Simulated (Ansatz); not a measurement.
# MoS2: the cost of one run

Computed with Ansatz 0.2.0 (DFT PBEsol without U, plane waves, PAW, unless a step's input says otherwise).

The COD entry's cell or inner coordinates are ideal or old and differ from later refinements, so a difference from it is no clean test against experiment.

**1. The structure to begin with**

The structure is trigonal, space group R-3m (No. 166). Conventional cell: a = 3.171 Å, b = 3.171 Å, c = 18.345 Å, α = 90.00°, β = 90.00°, γ = 120.00°. Mo (site symmetry -3m) has 6 S at 2.39 Å as nearest neighbours. Around S (site symmetry 3m) lie 3 Mo at 2.39 Å.

Structure file:

```
Mo S
1.0
     1.58550   -0.91539   12.23000
    -1.58550   -0.91539   12.23000
     0.00000   -3.66156   12.23000
Mo S
2 4
Direct
  0.00000 0.00000 0.00000
  0.00000 0.00000 0.50000
  0.75000 0.75000 0.62500
  0.25000 0.25000 0.87500
  0.75000 0.75000 0.12500
  0.25000 0.25000 0.37500
```

**2. Ferromagnetic start, free, symmetry kept, no search**

input.yaml reads:

```yaml
crystal:
  lattice:
    - [1.58550029, -0.91538902, 12.2299965]
    - [-1.58550029, -0.91538902, 12.2299965]
    - [0.0, -3.66155608, 12.2299965]
  atoms:
    - { symbol: Mo, position: [0.0, 0.0, 0.0], spin: 2.0 }
    - { symbol: S, position: [0.75, 0.75, 0.625] }
    - { symbol: S, position: [0.25, 0.25, 0.875] }
    - { symbol: Mo, position: [0.0, 0.0, 0.5], spin: 2.0 }
    - { symbol: S, position: [0.75, 0.75, 0.125] }
    - { symbol: S, position: [0.25, 0.25, 0.375] }
basis:
  ecutwfc: 420
  ecutrho_ratio: 4
kpoints:
  mp_grid: { grid: [7, 7, 7] }
hamiltonian:
  xc: pbesol
scf:
  occupations: { method: gaussian, width: 0.05 }
  lower_state_search: "off"
  max_iter: 150
output:
  forces: true
  stress: true
  eigenvalues: true
  populations: true
  hubbard: { sites: [{ site: 0, l: d }, { site: 3, l: d }] }
magnetization:
  spin_polarized: true
```

The run is started by

```bash
$ ansatz run input.yaml --threads 4 --pin off --max-ram 6144MiB --backend cpu --events-out ev --progress --plain --runs-dir out
```

What time and memory should one allow on 4 threads of Arm Neoverse V1, shared host?

About 10 s, with a peak of 0.56 GiB.
